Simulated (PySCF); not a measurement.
**RuCl₂: triplet, from a bent start**

Where does triplet RuCl₂ go from a bent start, is the end point a minimum, and what are its modes, charges and moments?

Method: PBE0, basis Ru def2-TZVP with ECP28, Cl def2-TZVP, scalar-relativistic core potentials, no spin–orbit coupling, density fitting; program: PySCF 2.14.0.

**1. The system as given**

3 atoms, charge 0, spin multiplicity 3.

Bond lengths: Ru1–Cl2 2.240 Å, Ru1–Cl3 2.240 Å. Angles: Cl2–Ru1–Cl3 110.0°.

```xyz
3
charge 0 multiplicity 3
Ru    0.0000    0.0000    0.0000
Cl    1.8349    0.0000    1.2848
Cl   -1.8349    0.0000    1.2848
```

**2. First SCF at the start**

One driver script runs all steps and calls PySCF; scf.py shows how it sets up the SCF of each step. The optimiser is the driver's own. After this first run the driver tries any further starts and a stability analysis.

Input file scf.py:

```python
from pyscf import gto, scf, dft
mol = gto.M(atom='''
Ru     0.000000     0.000000     0.000000
Cl     1.834900     0.000000     1.284800
Cl    -1.834900     0.000000     1.284800''',
    basis={'Ru': 'def2-TZVP', 'Cl': 'def2-TZVP'},
    ecp={'Ru': 'def2-TZVP'},
    charge=0, spin=2)
mf = dft.UKS(mol, xc='PBE0')
mf.grids.atom_grid = (50, 194)
aux = {'Ru': 'def2-universal-JKFIT', 'Cl': 'def2-universal-JKFIT'}
mf = mf.density_fit(auxbasis=aux)
mf.conv_tol = 1e-08
mf.diis_space = 10
mf.max_cycle = 60
mf.init_guess = 'minao'
mf.verbose = 4
mf.kernel()
```

Started as:

```bash
> OMP_NUM_THREADS=4 python axn.py task.json out
```

After this run come: Relaxing the triplet from the bent start; Is it a minimum? Harmonic modes.

What does the calculation give? Wanted: minimum; geometry; wavenumbers; dipole moment; highest occupied, lowest empty level; polar-tensor charge of Ru1; zero-point energy; atomisation energy; ⟨S²⟩.

The runs gave:

| quantity | value |
| --- | --- |
| minimum | broken-symmetry (Ms = 1), D∞h |
| geometry | Ru–Cl 2.218 Å (×2); Cl–Ru–Cl 180.0° |
| wavenumbers (cm⁻¹) | 67, 70, 368, 430 |
| dipole moment | 0.00 D |
| highest occupied, lowest empty level (either spin) | -8.00, -4.69 eV |
| polar-tensor charge of Ru1 | +1.24 e |
| zero-point energy | 5.6 kJ/mol |
| entropy at 298.15 K | 297.4 J/(mol K) |
| atomisation energy (no zero-point energy) | 666 kJ/mol |
| ⟨S²⟩ | 2.959 |

In words: The bent start (C2v) ends in a minimum of D∞h symmetry. The determinant is spin-contaminated (⟨S²⟩ = 2.96 against 2.00), so it is no pure spin state. In the infrared the band at 430 cm⁻¹ (stretch) leads. Ru1 has a polar-tensor charge of +1.2 e (a dipole derivative, not a static charge), yet symmetry cancels the bond dipoles. The first SCF alone would have been 52 kJ/mol too high. Only this shape and spin were tried, so other structures or states may lie lower. The SCF density has lower symmetry than the nuclear frame. One determinant may miss the lowest occupation of an open d or f shell.
